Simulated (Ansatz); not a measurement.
# CsZn11S12 (Wurtzite-4H): the cost of one run

Computed with Ansatz 0.2.0 (DFT, PBE, plane-wave PAW, default files, scalar-relativistic, as far as a step names no other, unless a step's input says otherwise).

## 1. The system as given

The structure is trigonal, space group P31m (No. 157). Conventional cell: a = 6.621 Å, b = 6.621 Å, c = 12.520 Å, α = 90.00°, β = 90.00°, γ = 120.00°. Cs (site symmetry 3m) is surrounded by 4 S at 2.34 to 2.35 Å. Around Zn (site symmetry 3) lie 4 S at 2.34 to 2.35 Å. Around Zn (site symmetry 3m) lie 4 S at 2.34 to 2.35 Å. Zn (site symmetry m) is surrounded by 4 S at 2.34 to 2.35 Å. S (site symmetry 3m) has 3 Zn at 2.34 Å and 1 Cs at 2.35 Å as nearest neighbours. Around S (site symmetry 3) lie 4 Zn at 2.34 to 2.35 Å. Only part of the 12 independent sites is listed.

Structure file:

```xyz
24
Lattice="5.7340 3.3106 0.0000 -5.7340 3.3106 0.0000 0.0000 0.0000 12.5200" Properties=species:S:1:pos:R:3 pbc="T T T"
Cs    0.0000    0.0000    0.0000
Zn   -1.9114    3.3106    0.0000
Zn    1.9114    3.3106    0.0000
Zn    0.0000    0.0000    6.2600
Zn   -1.9114    3.3106    6.2600
Zn    1.9114    3.3106    6.2600
Zn    0.0000    2.2070    3.1300
Zn    3.8227    2.2070    3.1300
Zn   -3.8227    2.2070    3.1300
Zn   -3.8227    4.4141    9.3900
Zn    0.0000    4.4141    9.3900
Zn   -1.9113    1.1035    9.3900
S     0.0000    0.0000    2.3475
S    -1.9114    3.3106    2.3475
S     1.9114    3.3106    2.3475
S     0.0000    0.0000    8.6075
S    -1.9114    3.3106    8.6075
S     1.9114    3.3106    8.6075
S     0.0000    2.2070    5.4775
S     3.8227    2.2070    5.4775
S    -3.8227    2.2070    5.4775
S    -3.8227    4.4141   11.7375
S     0.0000    4.4141   11.7375
S    -1.9113    1.1035   11.7375
```

Atom 1 of the input is the impurity.

## 2. Gradients at the starting positions

File input.yaml:

```yaml
crystal:
  lattice:
    - [5.73405, 3.310555311, 0.0]
    - [-5.73405, 3.310555311, 0.0]
    - [0.0, 0.0, 12.52]
  atoms:
    - { symbol: Cs, position: [0.0, 0.0, 0.0] }
    - { symbol: Zn, position: [0.3333333333, 0.6666666667, 0.0] }
    - { symbol: Zn, position: [0.6666666667, 0.3333333333, 0.0] }
    - { symbol: Zn, position: [0.0, 0.0, 0.5] }
    - { symbol: Zn, position: [0.3333333333, 0.6666666667, 0.5] }
    - { symbol: Zn, position: [0.6666666667, 0.3333333333, 0.5] }
    - { symbol: Zn, position: [0.3333333333, 0.3333333334, 0.25] }
    - { symbol: Zn, position: [0.6666666667, 0.0, 0.25] }
    - { symbol: Zn, position: [0.0, 0.6666666667, 0.25] }
    - { symbol: Zn, position: [0.3333333333, 1.0, 0.75] }
    - { symbol: Zn, position: [0.6666666667, 0.6666666666, 0.75] }
    - { symbol: Zn, position: [0.0, 0.3333333333, 0.75] }
    - { symbol: S, position: [0.0, 0.0, 0.1875] }
    - { symbol: S, position: [0.3333333333, 0.6666666667, 0.1875] }
    - { symbol: S, position: [0.6666666667, 0.3333333333, 0.1875] }
    - { symbol: S, position: [0.0, 0.0, 0.6875] }
    - { symbol: S, position: [0.3333333333, 0.6666666667, 0.6875] }
    - { symbol: S, position: [0.6666666667, 0.3333333333, 0.6875] }
    - { symbol: S, position: [0.3333333333, 0.3333333334, 0.4375] }
    - { symbol: S, position: [0.6666666667, 0.0, 0.4375] }
    - { symbol: S, position: [0.0, 0.6666666667, 0.4375] }
    - { symbol: S, position: [0.3333333333, 1.0, 0.9375] }
    - { symbol: S, position: [0.6666666667, 0.6666666666, 0.9375] }
    - { symbol: S, position: [0.0, 0.3333333333, 0.9375] }
total_charge: -1
kpoints:
  mp_grid: { grid: [3, 3, 2] }
scf:
  occupations: { method: fermi_dirac, width: 0.01 }
hamiltonian:
  xc: pbe
  pseudopotentials: { kind: paw }
output:
  forces: true
  stress: true
  populations: true
  efg:
    quadrupole_moments_barn: { Cs: -0.00343, Zn: 0.122, S: -0.0694 }
    contact_densities: true
```

Command:

```bash
$ ansatz run input.yaml --threads 1 --pin off --max-ram 3072MiB --backend cpu --events-out ev --progress --plain --runs-dir out
```

Q: Estimate wall time and peak memory on 1 thread of Arm Neoverse V1, shared host.

About 78 s, with a peak of 0.87 GiB.
